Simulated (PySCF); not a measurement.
# C4H10GeO: geometry, NMR shifts, spin-spin couplings, electronic excitations and core binding energies

What NMR shifts, spin-spin couplings, electronic excitations and core binding energies should C4H10GeO (`C=CCC[O][GeH3]`) show?

Computed with PySCF 2.14.0, with density-fitted response routines of our own, on a single molecule in the gas phase. Atoms are numbered from 0 throughout.

## Step 1: Starting geometry

16 atoms, charge 0, multiplicity 1; geometry from: GFN2-xTB.

Bonds of the start (Å): C0–C1 1.32, C1–C2 1.49, C2–C3 1.53, C3–O4 1.41, O4–Ge5 1.74, C0–H6 1.08, C0–H7 1.08, C1–H8 1.08, C2–H9 1.09, C2–H10 1.09, C3–H11 1.10, C3–H12 1.10, Ge5–H13 1.51, Ge5–H14 1.50, Ge5–H15 1.49.

## Step 2: Relaxing the molecule at PBE0-D3(BJ)/def2-SVP

What the job is given:

```
{"job": {"xc": "PBE0", "basis": "def2-SVP", "d3": "d3bj", "grid": 1, "kind": "geom"}, "charge": 0, "multiplicity": 1}
C      3.076551    -0.357927    -0.010541
C      2.057710     0.399509     0.349064
C      0.803219     0.568308    -0.445086
C     -0.419666     0.101508     0.347109
O     -1.582744     0.388595    -0.400952
Ge    -3.148012    -0.357333    -0.218278
H      3.070325    -0.915258    -0.933017
H      3.962602    -0.448612     0.594457
H      2.088652     0.949204     1.281463
H      0.657185     1.623656    -0.690251
H      0.858832     0.006950    -1.378861
H     -0.335711    -0.973443     0.551001
H     -0.458969     0.625029     1.310745
H     -3.737791    -0.050165     1.132384
H     -3.017627    -1.848570    -0.373008
H     -3.882155     0.297493    -1.332399
```

**Question.** This job is followed by: GIAO PBE0/pcSseg-1 NMR shielding, non-relativistic, gas phase; B3LYP/pcJ-1 Ge:pcSseg-1 indirect spin-spin coupling, non-relativistic, gas phase; TDDFT wB97X-D/def2-SVPD, vertical, gas phase, core orbitals frozen in the response; GIAO wB97X-D/pcSseg-1 NMR shielding, non-relativistic, gas phase; delta-SCF UKS SCAN, pcX-2 on the ionised atom, pcseg-1 elsewhere, spin-free X2C. Predict these results of the whole session: point group; rotational constants (main isotopes); ¹³C shifts against TMS (PBE0/pcSseg-1); ¹H shifts against TMS (PBE0/pcSseg-1, means over atoms taken as alike); ¹⁷O shifts against H2O (PBE0/pcSseg-1); ⁷³Ge shifts against GeMe4 (PBE0/pcSseg-1); largest coupling of the table (B3LYP/pcSseg-1+pcJ-1); lowest singlet (wB97X-D/def2-SVPD); brightest single state of those computed; lowest triplet; vertical ionisation energy (ΔSCF); C1s binding energies, SCAN/pcX-2; O1s binding energies, SCAN/pcX-2; range of the shift of O4.

As calculated:

```
                                                              quantity                                          value
                                                           point group                                             C1
                                  rotational constants (main isotopes)                          12.89, 0.64, 0.63 GHz
                                ¹³C shifts against TMS (PBE0/pcSseg-1)                   143.4, 125.2, 70.6, 42.9 ppm
¹H shifts against TMS (PBE0/pcSseg-1, means over atoms taken as alike)         5.89, 5.46, 5.31, 4.95, 3.43, 2.37 ppm
                                ¹⁷O shifts against H2O (PBE0/pcSseg-1)                                       17.8 ppm
                             ⁷³Ge shifts against GeMe4 (PBE0/pcSseg-1)                                        -75 ppm
                  largest coupling of the table (B3LYP/pcSseg-1+pcJ-1)                        ¹J(C,H) C0–H7, 168.2 Hz
                                    lowest singlet (wB97X-D/def2-SVPD)                    6.77 eV (183 nm), f = 0.000
                              brightest single state of those computed                    state 2, 7.40 eV, f = 0.525
                                                        lowest triplet                                        4.49 eV
                                     vertical ionisation energy (ΔSCF)                                        9.60 eV
                                      C1s binding energies, SCAN/pcX-2  C3 291.95, C2 290.58, C1 290.54, C0 290.14 eV
                                      O1s binding energies, SCAN/pcX-2                                   O4 537.45 eV
                                              range of the shift of O4                               11.8 to 17.8 ppm
```

What this shows: C1 (alkene CH) lies farthest downfield among carbon, at 143.4 ppm; the olefinic region. H8 (hydrogen on an alkene CH) lies farthest downfield among hydrogen, at 5.89 ppm; olefinic region. Of the pairs tabulated at B3LYP/pcSseg-1+pcJ-1, C0–H7 couples most strongly (168.2 Hz; Fermi contact 167.1 Hz). Couplings across rotatable bonds belong to this one conformer; where others are populated, the observed values are averages, and the simulated multiplets take (2 J gauche + J anti)/3 across rotating chain bonds. The lowest singlet, at 6.77 eV, is HOMO−1→LUMO+1 0.45, HOMO−1→LUMO 0.45 and is dark; of the 10 states computed, the strongest absorption comes from state 2 at 7.40 eV. The lowest triplet lies 2.28 eV below the lowest singlet (triplets in Tamm-Dancoff, singlets in full TDDFT). The C1s levels kept as sound span 1.81 eV, from C0 (terminal =CH2 carbon) up to C3 (sp3 CH2 bonded to O). Across the 2 runs the shift of O4 moves most, between 11.8 (wB97X-D/pcSseg-1) and 17.8 ppm (PBE0/pcSseg-1). Spin-orbit coupling is left out, which matters for shieldings and couplings at and beside the heavy atoms.
